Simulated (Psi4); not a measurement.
**CH3GeN (SMILES N#[C][GeH3]): a chain of runs**

Wanted: a series of 10 runs (PBE-D4/def2-SVP, PBE0-D4/def2-TZVP, PBE-D4/def2-TZVPP, r2SCAN-D4/def2-TZVPP, B3LYP-D4/def2-TZVPP, PBE0-D4/def2-TZVPP, wB97M-V/def2-TZVPP, CCSD(T)/def2-TZVPP, and more) of CH3GeN. 

The results are computed with Psi4 1.11.

**1. Starting point**

CH3GeN has 6 atoms, charge 0, and is taken as a singlet. SMILES: `N#[C][GeH3]`. The shape comes from GFN2-xTB, rattled, which is rough for such elements, and wasn't checked as a minimum. The run starts from this shape.

Bond lengths: N1–C2 1.159 Å, C2–Ge3 1.823 Å, Ge3–H4 1.527 Å, Ge3–H5 1.470 Å, Ge3–H6 1.478 Å. Angles: N1–C2–Ge3 174.0°, C2–Ge3–H4 105.7°, C2–Ge3–H5 109.7°, C2–Ge3–H6 109.6°, H4–Ge3–H5 110.4°, H4–Ge3–H6 111.2°, H5–Ge3–H6 110.0°.

**2. A geometry optimisation at PBE-D4/def2-SVP (density fitting) (run 1)**

File input.dat:

```
memory 3300 mb

molecule molecule1 {
  0 1
  N      0.617218    -2.188548     0.832428
  C      0.284769    -1.173746     0.383126
  Ge    -0.112297     0.505390    -0.205151
  H     -1.424831     0.374826    -0.975206
  H      0.956665     0.985480    -1.092463
  H     -0.257886     1.415314     0.950748
  units angstrom
  symmetry c1
}

set basis def2-SVP
set scf_type df
set geom_maxiter 60
set max_force_g_convergence 0.0005

e, wfn = optimize("pbe-d4", return_wfn=True)
```

Launch:

```sh
psi4 -i input.dat -o output.dat -n 2
```

output.dat:

```text
[...]
  Running in c1 symmetry.
[...]
  Nuclear repulsion =  155.954854281954141
[...]
  Multiplicity = 1
[...]
  Nalpha       = 24
  Nbeta        = 24
[...]
    Number of basis functions: 75
[...]
   @DF-RKS iter   1: -2169.30304891192191   -1.57933e+00   3.35934e-02 ADIIS/DIIS
[...]
   @DF-RKS iter   8: -2170.87150555754715   -1.81899e-12   2.01728e-09 DIIS
[...]
  @DF-RKS Final Energy: -2170.87150555754715
   => Energetics <=
    Nuclear Repulsion Energy =            149.4502420811041077
    One-Electron Energy =               -3317.4632857375518142
    Two-Electron Energy =                1089.0459904006697798
    DFT Exchange-Correlation Energy =     -91.9011536085807421
    Empirical Dispersion Energy =          -0.0032986931882399
    VV10 Nonlocal Energy =                  0.0000000000000000
    Total Energy =                      -2170.8715055575471524
[...]
 Multipole Moments:
 ------------------------------------------------------------------------------------
     Multipole            Electronic (a.u.)      Nuclear  (a.u.)        Total (a.u.)
 ------------------------------------------------------------------------------------
 L = 1.  Multiply by 2.5417464519 to convert [e a0] to [Debye]
 Dipole X            :         -1.0461997            0.7028130           -0.3433867
 Dipole Y            :          3.8893592           -2.6134736            1.2758856
 Dipole Z            :         -1.4706303            0.9881822           -0.4824481
 Magnitude           :                                                    1.4066110
[...]
  -Total Gradient:
     Atom            X                  Y                   Z
    ------   -----------------  -----------------  -----------------
       1        0.000024970702     0.000109237900     0.000011380090
       2       -0.000017065667    -0.000399475780     0.000045125804
       3        0.000128450457     0.000372464278    -0.000027735232
       4       -0.000059156825    -0.000033470669    -0.000015816112
       5       -0.000038712979    -0.000023378764    -0.000005195262
       6       -0.000042562303    -0.000016488412    -0.000009099210
[...]
```

Standard output:

```text
Optimizer: Optimization complete!
```

Run time: 4 min. Hardware: 2 threads of Intel Xeon at 2.50GHz (Skylake/Cascade Lake), shared host; peak memory 0.53 GiB.

The path in brief:

```tsv
step	energy from the first frame kept (eV)	largest force (eV/Å)
0	0.0000	1.8813
1	-0.2314	0.4249
2	-0.2378	0.1411
3	-0.2397	0.0549
4	-0.2403	0.0473
5	-0.2406	0.0207
```

After the run. Bond lengths: N1–C2 1.173 Å, C2–Ge3 1.934 Å, Ge3–H4 1.543 Å, Ge3–H5 1.543 Å, Ge3–H6 1.543 Å. Angles: N1–C2–Ge3 179.8°, C2–Ge3–H4 107.1°, C2–Ge3–H5 107.1°, C2–Ge3–H6 107.1°, H4–Ge3–H5 111.7°, H4–Ge3–H6 111.7°, H5–Ge3–H6 111.8°.

**3. A geometry optimisation at PBE0-D4/def2-TZVP (density fitting) (run 2)**

File job.dat:

```
memory 3300 mb

molecule {
  N      0.634816    -2.286378     0.848421
  C      0.346124    -1.223597     0.444332
  Ge    -0.125782     0.531288    -0.218058
  H     -1.454903     0.383038    -0.987674
  H      1.020332     0.991595    -1.142312
  H     -0.277439     1.454258     1.008750
  symmetry c1
}

set {
  basis                   def2-TZVP
  scf_type                df
  geom_maxiter            50
  max_force_g_convergence 0.0002
}

energy_value, wavefunction = optimize("pbe0-d4", return_wfn=True)
print_variables()
```

Launch:

```sh
psi4 -n 2 job.dat job.out
```

job.out:

```text
[...]
  Running in c1 symmetry.
[...]
  Nuclear repulsion =  149.450249419085026
[...]
  Multiplicity = 1
[...]
  Nalpha       = 24
  Nbeta        = 24
[...]
    Number of basis functions: 128
[...]
   @DF-RKS iter   1: -2169.59938275385366   -1.96485e+00   2.44523e-02 ADIIS/DIIS
[...]
   @DF-RKS iter   6: -2171.29826707908296   -2.27374e-12   9.72927e-09 DIIS
[...]
  @DF-RKS Final Energy: -2171.29826707908296
   => Energetics <=
    Nuclear Repulsion Energy =            150.8681246547730552
    One-Electron Energy =               -3321.3466127544820665
    Two-Electron Energy =                1068.6884103064305691
    DFT Exchange-Correlation Energy =     -69.5054069246122310
    Empirical Dispersion Energy =          -0.0027823611923916
    VV10 Nonlocal Energy =                  0.0000000000000000
    Total Energy =                      -2171.2982670790825068
[...]
 Multipole Moments:
 ------------------------------------------------------------------------------------
     Multipole            Electronic (a.u.)      Nuclear  (a.u.)        Total (a.u.)
 ------------------------------------------------------------------------------------
 L = 1.  Multiply by 2.5417464519 to convert [e a0] to [Debye]
 Dipole X            :         -1.0790844            0.7043074           -0.3747770
 Dipole Y            :          3.9951206           -2.6076502            1.3874704
 Dipole Z            :         -1.5120895            0.9869468           -0.5251427
 Magnitude           :                                                    1.5301330
[...]
  -Total Gradient:
     Atom            X                  Y                   Z
    ------   -----------------  -----------------  -----------------
       1        0.000023922543     0.000016780936     0.000022798851
       2       -0.000038048729    -0.000019529122    -0.000038094559
       3        0.000022392812    -0.000000822117     0.000017487678
       4       -0.000005701146     0.000006765438    -0.000004074312
       5       -0.000001727660     0.000002338633    -0.000006915115
       6       -0.000006143510     0.000004298588    -0.000000210013
[...]
```

On the terminal:

```text
Optimizer: Optimization complete!
```

Run time: 2.6 min. Hardware: 2 threads of Intel Xeon at 2.50GHz (Skylake/Cascade Lake), shared host; peak memory 0.83 GiB.

Steps, from the record of the run:

```tsv
step	energy from the first frame kept (eV)	largest force (eV/Å)
0	0.0000	2.5103
1	-0.0347	0.0465
2	-0.0348	0.0155
3	-0.0348	0.0029
```

After the run. Bond lengths: N1–C2 1.151 Å, C2–Ge3 1.924 Å, Ge3–H4 1.528 Å, Ge3–H5 1.528 Å, Ge3–H6 1.528 Å. Angles: N1–C2–Ge3 179.9°, C2–Ge3–H4 106.9°, C2–Ge3–H5 106.9°, C2–Ge3–H6 106.9°, H4–Ge3–H5 111.9°, H4–Ge3–H6 111.9°, H5–Ge3–H6 111.9°.

**4. Vibrational wavenumbers at PBE0-D4/def2-TZVP (density fitting) (run 3)**

File calc.dat:

```
memory 3300 mb

molecule {
  0 1
  N      0.628480    -2.262114     0.839007
  C      0.345670    -1.218680     0.443126
  Ge    -0.124680     0.526465    -0.216300
  H     -1.440951     0.373674    -0.977464
  H      1.014145     0.977137    -1.130204
  H     -0.272607     1.436139     1.002660
  symmetry c1
}

set {
  basis                      def2-TZVP
  scf_type                   df
  rotational_symmetry_number 3
}

freq("pbe0-d4")
print_variables()
```

Launch:

```sh
psi4 calc.dat calc.out -n 2
```

calc.out:

```text
Psi4 1.11 release

         ----------------------------------------------------------
                                   FINDIF
         ----------------------------------------------------------

[... 214 lines left out ...]
   @DF-RKS iter   4: -2171.24442337777282   -3.39672e-02   2.80576e-03 DIIS/ADIIS
[... 45 lines left out ...]
    Two-Electron Energy =                1068.6884425916182408
[... 247 lines left out ...]
   @DF-RKS iter   1: -2169.60129706649013   -1.90999e+00   2.44616e-02 DIIS/ADIIS
[... 23 lines left out ...]
  @DF-RKS Final Energy: -2171.29826645172079
[... 160 lines left out ...]
                           Total Energy        Delta E     RMS |[F,P]|
[... 13 lines left out ...]
  Energy and wave function converged.
[... 102 lines left out ...]
    Weights Tolerance      =       1.00E-15
[... 1 line left out ...]
  -Total Gradient:
     Atom            X                  Y                   Z
    ------   -----------------  -----------------  -----------------
       1        0.000022853809     0.000022054335     0.000021278112
       2       -0.000048389903     0.000006498059    -0.000052530814
       3        0.000136307635     0.000375836516     0.000177979697
       4       -0.000046509180    -0.000058364825    -0.000026674481
       5       -0.000094933945    -0.000105330138     0.000076099304
       6        0.000025327686    -0.000230787414    -0.000205167954

	total time  =         13 seconds =       0.22 minutes

    Psi4 run time: 0:01:07.36

[set-up sections that repeat, and orbital energies of the middle runs, are left out above]
```

Run time: 12 min. Hardware: 2 threads of Intel Xeon at 2.50GHz (Skylake/Cascade Lake), shared host.

The run was cut off at its time limit.

Runs 4 to 9 aren't shown in full; the table further down has their settings and results.

**5. The energy at MP2/def2-QZVPP (density fitting, density fitting for correlation) (run 10)**

File job.in:

```
memory 3300 MB

molecule molecule1 {
  0 1
  N      0.628480    -2.262114     0.839007
  C      0.345670    -1.218680     0.443126
  Ge    -0.124680     0.526465    -0.216300
  H     -1.440951     0.373674    -0.977464
  H      1.014145     0.977137    -1.130204
  H     -0.272607     1.436139     1.002660
  symmetry c1
}

set basis def2-QZVPP
set scf_type df
set num_frozen_docc 11

result = energy("mp2")
```

Launch:

```sh
psi4 -n 2 job.in job.out
```

job.out:

```text
[...]
  Running in c1 symmetry.
[...]
  Nuclear repulsion =  150.868140266515951
[...]
  Multiplicity = 1
[...]
  Nalpha       = 24
  Nbeta        = 24
[...]
    Number of basis functions: 293
[...]
   @DF-RHF iter   1: -2168.03068199393920   -3.17133e+00   1.07962e-02 ADIIS/DIIS
[...]
   @DF-RHF iter  11: -2169.50148661482581   -7.86713e-11   8.01676e-09 DIIS
[...]
    Orbital Energies [Eh]
    ---------------------
    Doubly Occupied:
       1A   -405.274309     2A    -52.181160     3A    -46.269048
       4A    -46.268447     5A    -46.268447     6A    -15.579406
       7A    -11.258587     8A     -7.225598     9A     -5.202226
      10A     -5.200428    11A     -5.200428    12A     -1.679458
      13A     -1.675960    14A     -1.675959    15A     -1.672496
      16A     -1.672496    17A     -1.219705    18A     -0.813629
      19A     -0.626516    20A     -0.540638    21A     -0.525609
      22A     -0.525593    23A     -0.469100    24A     -0.469097
[...]
  @DF-RHF Final Energy: -2169.50148661482581
   => Energetics <=
    Nuclear Repulsion Energy =            150.8681402665159510
    One-Electron Energy =               -3321.7505800639237350
    Two-Electron Energy =                1001.3809531825816066
    Total Energy =                      -2169.5014866148258079
[...]
 Multipole Moments:
 ------------------------------------------------------------------------------------
     Multipole            Electronic (a.u.)      Nuclear  (a.u.)        Total (a.u.)
 ------------------------------------------------------------------------------------
 L = 1.  Multiply by 2.5417464519 to convert [e a0] to [Debye]
 Dipole X            :         -1.1011122            0.7043080           -0.3968042
 Dipole Y            :          4.0764322           -2.6076490            1.4687832
 Dipole Z            :         -1.5429332            0.9869465           -0.5559867
 Magnitude           :                                                    1.6198453
[...]
```

Run time: 45 s. Hardware: 2 threads of Intel Xeon at 2.50GHz (Skylake/Cascade Lake), shared host; peak memory 0.84 GiB.

**6. The series**

```tsv
run	level	geom maxiter	max force g convergence	task	energy (Eh)	HOMO energy (eV)	LUMO energy (eV)	HOMO–LUMO gap (eV)	wall time
1	PBE-D4/def2-SVP (density fitting)	60	0.0005	optimise	-2170.871506	-8.17	-1.20	6.97	4 min
2	PBE0-D4/def2-TZVP (density fitting)	50	0.0002	optimise	-2171.298267	-9.71	-0.26	9.46	2.6 min
3	PBE0-D4/def2-TZVP (density fitting)	–	–	frequencies	timeout	–	–	–	12 min
4	PBE-D4/def2-TZVPP (density fitting)	–	–	energy	-2171.243056	-8.38	-1.24	7.14	74 s
5	r2SCAN-D4/def2-TZVPP (density fitting)	–	–	energy	timeout	–	–	–	2 min
6	B3LYP-D4/def2-TZVPP (density fitting)	–	–	energy	-2171.731810	-9.46	-0.50	8.96	1.8 min
7	PBE0-D4/def2-TZVPP (density fitting)	–	–	properties	-2171.298945	-9.71	-0.26	9.46	1.8 min
8	wB97M-V/def2-TZVPP (density fitting)	–	–	energy	timeout	–	–	–	2 min
9	CCSD(T)/def2-TZVPP (density fitting, density fitting for correlation)	–	–	energy	timeout	–	–	–	6.6 min
10	MP2/def2-QZVPP (density fitting, density fitting for correlation)	–	–	energy	-2170.383935	-12.76	2.44	15.21	45 s
```

**7. Summary of results**

```
                                                            quantity           value
                                run 10, MP2/def2-QZVPP: total energy  -2170.38394 Eh
         run 10, MP2/def2-QZVPP: HOMO energy (Hartree–Fock orbitals)       -12.76 eV
         run 10, MP2/def2-QZVPP: LUMO energy (Hartree–Fock orbitals)         2.44 eV
       run 10, MP2/def2-QZVPP: HOMO–LUMO gap (Hartree–Fock orbitals)        15.21 eV
run 10, MP2/def2-QZVPP: correlation energy (11 core orbitals frozen)      -882.4 mEh
```

**Reading.** Over runs 4, 6, 7 the dipole moment (its size) runs from 3.79 D (PBE-D4/def2-TZVPP) to 3.90 D (B3LYP-D4/def2-TZVPP). Over runs 4, 6, 7 the HOMO–LUMO gap runs from 7.14 eV (PBE-D4/def2-TZVPP) to 9.46 eV (PBE0-D4/def2-TZVPP). Totals of different functionals can't be ranked against each other. All runs together took 35 min, the longest 12 min. 4 of the 10 runs gave no usable result.
